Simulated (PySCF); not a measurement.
# C2H9FO2Si3: magnetic properties

Aim: compute the magnetic properties of C2H9FO2Si3 (`CC(=O)[SiH2]O[SiH2][SiH2]F`).

Computed with PySCF 2.14.0 and routines of our own; the level stands in each step. Atoms count from 0.

### Step 1. The system as given

17 atoms, charge 0, multiplicity 1; geometry from: GFN2-xTB.

### Step 2. Magnetic properties: GIAO B3LYP/pcSseg-1

The job: settings as JSON, then the geometry in Å.

```
{"job": {"kind": "mag", "xc": "B3LYP", "basis": "pcSseg-1", "isotopologues": 2}, "charge": 0, "multiplicity": 1}
C     -2.668097    -0.210457     1.093361
C     -1.276085    -0.065255     0.545628
O     -0.317303    -0.504088     1.150848
Si    -1.045235     0.830189    -1.142052
O      0.479279     0.630056    -1.573926
Si     2.014592     0.071783    -1.310562
Si     2.286883    -0.542810     0.885536
F      3.914032    -0.664289     0.998828
H     -3.165299     0.756228     1.082707
H     -2.657258    -0.620788     2.100843
H     -3.225782    -0.875005     0.436065
H     -1.298040     2.254081    -0.938188
H     -1.903181     0.195704    -2.137948
H      2.123264    -1.001374    -2.312522
H      2.803206     1.207720    -1.811153
H      1.903134    -1.894493     1.278591
H      2.024891     0.444829     1.929776
```

With the program's defaults for keys left out, this is: GIAO B3LYP/pcSseg-1 magnetisability, rotational g tensor and spin-rotation constants, non-relativistic, gas phase.

Started as:

```console
> OMP_NUM_THREADS=1 python excited_run.py task.json out
```

This one command runs all jobs of the session in turn.

The program printed:

```text
coarse grid: 15888 points
cycle   1  E = -1200.1729916371  dE =  8.613e-01  |g| = 1.259e+00  |ddm| = 3.778e+00
cycle   2  E = -1199.2347220477  dE =  9.383e-01  |g| = 2.541e+00  |ddm| = 3.162e+00
cycle   3  E = -1200.4287465942  dE = -1.194e+00  |g| = 3.338e-01  |ddm| = 2.506e+00
cycle   4  E = -1200.4467386679  dE = -1.799e-02  |g| = 1.584e-01  |ddm| = 3.298e-01
cycle   5  E = -1200.4506904010  dE = -3.952e-03  |g| = 3.999e-02  |ddm| = 1.234e-01
cycle   6  E = -1200.4510109813  dE = -3.206e-04  |g| = 1.045e-02  |ddm| = 4.007e-02
cycle   7  E = -1200.4510277056  dE = -1.672e-05  |g| = 3.470e-03  |ddm| = 8.908e-03
cycle   8  E = -1200.4510297555  dE = -2.050e-06  |g| = 6.662e-04  |ddm| = 2.925e-03
final grid: 140568 points
cycle   9  E = -1200.5218771778  dE = -1.644e-05  |g| = 6.196e-03  |ddm| = 1.651e-02
cycle  10  E = -1200.5218606570  dE =  1.652e-05  |g| = 1.121e-02  |ddm| = 1.077e-02
cycle  11  E = -1200.5218839844  dE = -2.333e-05  |g| = 2.010e-03  |ddm| = 8.005e-03
cycle  12  E = -1200.5218847491  dE = -7.648e-07  |g| = 2.970e-04  |ddm| = 1.537e-03
cycle  13  E = -1200.5218847624  dE = -1.327e-08  |g| = 1.077e-04  |ddm| = 3.331e-04
cycle  14  E = -1200.5218847643  dE = -1.881e-09  |g| = 3.359e-05  |ddm| = 9.469e-05
cycle  15  E = -1200.5218847645  dE = -1.994e-10  |g| = 8.410e-06  |ddm| = 2.912e-05
converged SCF energy = -1200.5218847645

Magnetisability tensor (1e-30 J/T^2)
    -1289.68      -19.72       95.74
      -19.72    -1140.22      -89.75
       95.74      -89.75    -1055.59
isotropic -1161.83   principal values   -1324.70  -1188.85   -971.94
isotropic susceptibility -69.967 1e-6 cm^3/mol

Inertial axes            a          b          c
rot. const./GHz      1.8585     0.7280     0.5389
chi total           -75.743    -62.631    -71.527
chi diamagnetic    -789.142  -1722.687  -2281.914
chi paramagnetic    713.400   1660.056   2210.387
quadrupole/D A        1.705     -3.815      2.110
g nuclear            0.5770     0.5464     0.5452
g electronic        -0.6229    -0.5677    -0.5596
g total             -0.0459    -0.0214    -0.0144

Spin-rotation constants (kHz, H = +C I.J)
atom  isotope        aa         bb         cc
  7    19F        1.310      0.290      0.136
  8     1H       -0.072     -0.083     -0.021
  9     1H       -0.203      0.032     -0.069
 10     1H       -0.119     -0.083     -0.010
 11     1H       -0.167     -0.058      0.018
 12     1H       -0.102     -0.042     -0.011
 13     1H       -0.172     -0.043      0.019
 14     1H       -0.141     -0.009     -0.015
 15     1H       -0.159     -0.018      0.001
 16     1H       -0.155     -0.038      0.011
  0    13C*       0.328      0.126      0.098
  1    13C*       1.358      0.421      0.122
  2    17O*      -2.291     -0.568     -0.027
  3   29Si*      -0.939     -0.452     -0.316
  4    17O*      -0.253     -0.001     -0.007
  5   29Si*      -0.994     -0.466     -0.350
  6   29Si*      -1.045     -0.473     -0.340
* in the singly substituted isotopologue

Isotopologues: g along a, b, c
2H    at 8,9,10,11,12,1    -0.0398    -0.0196    -0.0133
13C   at 0                 -0.0454    -0.0211    -0.0143
```

Run time: 66 s. Hardware: 1 thread of Intel Xeon Platinum 8488C, shared host; peak memory 0.91 GiB.

In short:

```tsv
quantity	value
magnetisability	-1162·10⁻³⁰ J/T²
molar susceptibility	-70.0·10⁻⁶ cm³/mol
rotational g (a, b, c)	-0.0459, -0.0214, -0.0144
```

### Step 3. Magnetic properties: GIAO B97-2/pcSseg-1 in benzene, grid 1

Settings changed since step 2:

```diff
@@ -1,2 +1,2 @@
-{"job": {"kind": "mag", "xc": "B3LYP", "basis": "pcSseg-1", "isotopologues": 2}, "charge": 0, "multiplicity": 1}
+{"job": {"kind": "mag", "xc": "B97-2", "basis": "pcSseg-1", "grid": 1, "solvent": "benzene"}, "charge": 0, "multiplicity": 1}
 C     -2.668097    -0.210457     1.093361
```

With the program's defaults for keys left out, this is: GIAO B97-2/pcSseg-1 magnetisability, non-relativistic, IEF-PCM benzene.

The program printed:

```text
final grid: 67504 points
cycle   1  E = -1200.1206877736  dE =  8.352e-01  |g| = 1.192e+00  |ddm| = 3.764e+00
cycle   2  E = -1199.4151334387  dE =  7.056e-01  |g| = 2.253e+00  |ddm| = 2.695e+00
cycle   3  E = -1200.3574410054  dE = -9.423e-01  |g| = 2.794e-01  |ddm| = 2.053e+00
cycle   4  E = -1200.3704139829  dE = -1.297e-02  |g| = 1.222e-01  |ddm| = 2.607e-01
cycle   5  E = -1200.3727855140  dE = -2.372e-03  |g| = 3.028e-02  |ddm| = 9.408e-02
cycle   6  E = -1200.3729711148  dE = -1.856e-04  |g| = 7.601e-03  |ddm| = 2.952e-02
cycle   7  E = -1200.3729797861  dE = -8.671e-06  |g| = 2.580e-03  |ddm| = 6.335e-03
cycle   8  E = -1200.3729809640  dE = -1.178e-06  |g| = 4.303e-04  |ddm| = 2.149e-03
cycle   9  E = -1200.3729810028  dE = -3.881e-08  |g| = 1.002e-04  |ddm| = 5.009e-04
cycle  10  E = -1200.3729810053  dE = -2.495e-09  |g| = 1.932e-05  |ddm| = 1.376e-04
cycle  11  E = -1200.3729810054  dE = -8.777e-11  |g| = 5.378e-06  |ddm| = 3.273e-05
converged SCF energy = -1200.3729810054

Magnetisability tensor (1e-30 J/T^2)
    -1297.72      -19.26       95.35
      -19.26    -1147.46      -87.57
       95.35      -87.57    -1066.58
isotropic -1170.59   principal values   -1332.81  -1195.09   -983.88
isotropic susceptibility -70.495 1e-6 cm^3/mol

Inertial axes            a          b          c
rot. const./GHz      1.8585     0.7280     0.5389
chi total           -76.244    -63.338    -71.902
chi diamagnetic    -788.098  -1720.923  -2280.343
chi paramagnetic    711.853   1657.585   2208.441
quadrupole/D A        2.411     -4.332      1.921
```

It took 40 s on 1 thread of Intel Xeon Platinum 8488C, shared host; peak memory 1 GiB.

Key values:

```tsv
quantity	value
magnetisability	-1171·10⁻³⁰ J/T²
molar susceptibility	-70.5·10⁻⁶ cm³/mol
```

### Step 4. Magnetic properties: GIAO KT1/pcSseg-1

Settings changed since step 3:

```diff
@@ -1,4 +1,4 @@
-{"job": {"kind": "mag", "xc": "B97-2", "basis": "pcSseg-1", "grid": 1, "solvent": "benzene"}, "charge": 0, "multiplicity": 1}
+{"job": {"kind": "mag", "xc": "KT1", "basis": "pcSseg-1", "scf": {"max_cycle": 89}}, "charge": 0, "multiplicity": 1}
 C     -2.668097    -0.210457     1.093361
-C     -1.276085    -0.065255     0.545628
+C     -1.972091    -0.137856     0.819494
 O     -0.317303    -0.504088     1.150848
```

Method: GIAO KT1/pcSseg-1 magnetisability, rotational g tensor and spin-rotation constants, non-relativistic, gas phase.

The program printed:

```text
final grid: 140568 points
cycle   1  E = -1206.4311057559  dE =  2.973e+00  |g| = 1.899e+00  |ddm| = 4.430e+00
cycle   2  E = -1197.8222762480  dE =  8.609e+00  |g| = 4.337e+00  |ddm| = 1.992e+01
cycle   3  E = -1206.1170737271  dE = -8.295e+00  |g| = 2.066e+00  |ddm| = 1.941e+01
cycle   4  E = -1207.1686936537  dE = -1.052e+00  |g| = 4.499e-01  |ddm| = 3.091e+00
cycle   5  E = -1207.2300706233  dE = -6.138e-02  |g| = 1.747e-01  |ddm| = 1.786e+00
cycle   6  E = -1207.2341064379  dE = -4.036e-03  |g| = 1.334e-01  |ddm| = 5.808e-01
cycle   7  E = -1207.2377341341  dE = -3.628e-03  |g| = 3.016e-02  |ddm| = 1.924e-01
cycle   8  E = -1207.2379616050  dE = -2.275e-04  |g| = 1.007e-02  |ddm| = 6.332e-02
cycle   9  E = -1207.2379940580  dE = -3.245e-05  |g| = 4.412e-03  |ddm| = 3.061e-02
cycle  10  E = -1207.2379979473  dE = -3.889e-06  |g| = 1.628e-03  |ddm| = 8.087e-03
cycle  11  E = -1207.2379985739  dE = -6.266e-07  |g| = 6.796e-04  |ddm| = 2.023e-03
cycle  12  E = -1207.2379986587  dE = -8.477e-08  |g| = 2.839e-04  |ddm| = 8.457e-04
cycle  13  E = -1207.2379986787  dE = -1.999e-08  |g| = 4.090e-05  |ddm| = 3.676e-04
cycle  14  E = -1207.2379986790  dE = -3.349e-10  |g| = 3.129e-05  |ddm| = 1.773e-04
converged SCF energy = -1207.2379986790

Magnetisability tensor (1e-30 J/T^2)
     -977.92      103.18     -109.23
      103.18     -962.52      -33.70
     -109.23      -33.70     -850.20
isotropic -930.22   principal values   -1090.32   -946.85   -753.48
isotropic susceptibility -56.019 1e-6 cm^3/mol

Inertial axes            a          b          c
rot. const./GHz      1.7999     0.6934     0.5151
chi total           -61.268    -49.069    -57.719
chi diamagnetic    -805.366  -1781.755  -2358.683
chi paramagnetic    744.097   1732.685   2300.965
quadrupole/D A       16.800    -12.703     -4.097
g nuclear            0.5726     0.5443     0.5427
g electronic        -0.6292    -0.5644    -0.5568
g total             -0.0566    -0.0201    -0.0141

Spin-rotation constants (kHz, H = +C I.J)
atom  isotope        aa         bb         cc
  7    19F        1.622      0.188      0.065
  8     1H        0.011     -0.050      0.016
  9     1H       -0.118      0.074     -0.033
 10     1H       -0.045     -0.052      0.024
 11     1H       -0.160     -0.053      0.019
 12     1H       -0.097     -0.036     -0.008
 13     1H       -0.159     -0.038      0.017
 14     1H       -0.121     -0.008     -0.015
 15     1H       -0.142     -0.015      0.006
 16     1H       -0.135     -0.033      0.018
  0    13C*       0.305      0.139      0.127
  1    13C*       2.313      0.565      0.095
  2    17O*      -3.105     -0.797     -0.464
  3   29Si*      -0.942     -0.421     -0.325
  4    17O*      -0.383      0.007     -0.065
  5   29Si*      -0.899     -0.433     -0.318
  6   29Si*      -0.984     -0.450     -0.354
* in the singly substituted isotopologue
```

Run time: 66 s. Hardware: 1 thread of Intel Xeon Platinum 8488C, shared host; peak memory 0.72 GiB.

It converged, yet the result is unsound: one atom of the first bond was moved so that the bond is 0.5 times as long.

### Step 5. Summary of results

| quantity | value |
| --- | --- |
| magnetisability (step 2, GIAO B3LYP/pcSseg-1) | -1162·10⁻³⁰ J/T² |
| molar susceptibility (step 2, GIAO B3LYP/pcSseg-1) | -70.0·10⁻⁶ cm³/mol |
| rotational g (a, b, c) (step 2, GIAO B3LYP/pcSseg-1) | -0.0459, -0.0214, -0.0144 |
| runs | 0 failed, 1 ended on unsound input |

The values above hold for this geometry and these levels alone. Vibrational averaging and real surroundings are missing from these values.
